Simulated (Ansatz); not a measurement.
Crystal: VWC2.

```
W V C
1.0
     1.51704    0.87586    4.93389
    -1.51704    0.87586    4.93389
     0.00000   -1.75173    4.93389
W V C
1 1 2
Direct
  0.00000 0.00000 0.00000
  0.50000 0.50000 0.50000
  0.24649 0.24649 0.24649
  0.75351 0.75351 0.75351
```

The cell comes from a database or a generator and needn't be the stable form of this composition.

Base run:

| Quantity | Value |
| --- | --- |
| Program | Ansatz 0.2.0 |
| Functional | LDA |
| Potentials or basis | all-electron LAPW, scalar-relativistic |
| Cutoff | 316 eV |
| Density cutoff | 1264 eV |
| Basis error allowed | 0.002 eV/atom |
| k mesh | 10 × 10 × 10 |
| Occupations | fermi-dirac, width 0.05 eV |
| Spin | collinear spin, ferromagnetic start |
| Starting moments | [0.0, 2.0, 0.0, 0.0] μB |

Its results: pressure -16.8 GPa; net moment 0.00 μB per cell; largest force 0.147 eV/Å.

The run is repeated on the same cell with these changes: functional from LDA to PBEsol. What comes out?

Pressure -10.6 GPa; net moment 0.00 μB per cell; largest force 0.111 eV/Å.

PBEsol binds less tightly than LDA, so the same cell stands under more pressure.

Not every run made on this cell is shown here.
